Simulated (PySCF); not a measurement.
# C2H6Dy (Dy(CH3)2+): the cost of one run

Method: PBE0, Dy lcecp-1-SVP with ECP55, C def2-SVP, H def2-SVP; scalar-relativistic core potentials, no spin–orbit coupling; program: PySCF 2.14.0.

1 further run of the same task is left out (for a known fault of the program).

**1. The system as given**

9 atoms, charge 1, spin multiplicity 1.

Bond lengths: Dy1–C2 2.439 Å, Dy1–C6 2.439 Å, C2–H3 1.090 Å, C2–H4 1.090 Å, C2–H5 1.090 Å, C6–H7 1.090 Å, C6–H8 1.090 Å, C6–H9 1.090 Å. Angles: C2–Dy1–C6 131.8°, Dy1–C2–H3 109.5°, Dy1–C2–H4 109.5°, Dy1–C2–H5 109.5°, H3–C2–H4 109.5°, H3–C2–H5 109.5°, H4–C2–H5 109.5°, Dy1–C6–H7 109.5°, Dy1–C6–H8 109.5°, Dy1–C6–H9 109.5°, H7–C6–H8 109.5°, H7–C6–H9 109.5°, H8–C6–H9 109.5°.

As a file:

```
Dy    0.0000    0.0000    0.0000
C     2.2263    0.0000    0.9964
H     2.9777    0.0000    0.2067
H     2.3480    0.8900    1.6138
H     2.3480   -0.8900    1.6138
C    -2.2263    0.0000    0.9964
H    -2.9777    0.0000    0.2067
H    -2.3480   -0.8900    1.6138
H    -2.3480    0.8900    1.6138
```

Formal oxidation states: Dy +3. Each metal's 9 4f electrons lie in its core potential, so multiplicities, spins and levels count the valence alone.

**2. SCF at the start, singlet**

run.py (the lines that set the calculation) reads:

```python
mol = gto.M(atom='''
Dy     0.00000     0.00000     0.00000
C      2.22630     0.00000     0.99640
H      2.97770     0.00000     0.20670
H      2.34800     0.89000     1.61380
H      2.34800    -0.89000     1.61380
C     -2.22630     0.00000     0.99640
H     -2.97770     0.00000     0.20670
H     -2.34800    -0.89000     1.61380
H     -2.34800     0.89000     1.61380''',
    basis={'Dy': 'lcecp-1-SVP', 'C': 'def2-SVP', 'H': 'def2-SVP'},
    ecp={'Dy': 'lcecp-1-SVP'},
    charge=1, spin=0)
mf = dft.RKS(mol, xc='PBE0')
mf.grids.atom_grid = (50, 194)  # f atoms: unpruned, at least (60, 302)
mf = mf.density_fit()  # fitting sets: Dy AutoAux, C def2-universal-JKFIT, H def2-universal-JKFIT
mf.conv_tol = 1e-08; mf.max_cycle = 55
mf.kernel(dm0)  # dm0: free metal ions and neutral atoms
```

Run with:

```
$ OMP_NUM_THREADS=2 python run.py
```

**Question.** How long does this run take on 2 threads of Intel Xeon Platinum 8259CL at 2.50GHz (Skylake/Cascade Lake), shared host, and how much memory does it need?

About 4.9 s, with a peak of 0.6 GiB.
